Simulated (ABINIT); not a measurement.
The system is Ti3S2.

```
CELL_PARAMETERS angstrom
2.71311 1.56642 3.23762
-2.71311 1.56642 3.23762
0.00000 -3.13283 3.23762
ATOMIC_POSITIONS crystal
Ti 0.00000 0.33565 0.66434
Ti 0.66434 0.00000 0.33565
Ti 0.33565 0.66434 0.00000
S 0.16784 0.16784 0.16784
S 0.83216 0.83216 0.83216
```

The cell comes from a database or a generator and needn't be the stable form of this composition.

Base run:

| Quantity | Value |
| --- | --- |
| Program | ABINIT 10.8.3 (patched build) |
| Functional | LDA |
| Potentials or basis | JTH PAW LDA v2.0 |
| Cutoff | 544 eV |
| k mesh | 6 × 6 × 6 |
| Occupations | fermi-dirac, width 0.05 eV |
| Spin | no spin polarisation |

Its results: band gap on the k mesh none (metal or under the smearing width); pressure -7.5 GPa; largest force 0.086 eV/Å.

Q: The run is repeated on the same cell with these changes: functional from LDA to PBEsol; potentials or basis from JTH PAW LDA v2.0 to PseudoDojo NC SR PBEsol v0.4.1 standard; cutoff from 544 eV to 1143 eV. What comes out?

A: Band gap on the k mesh none (metal or under the smearing width); pressure -4.5 GPa; largest force 0.044 eV/Å.
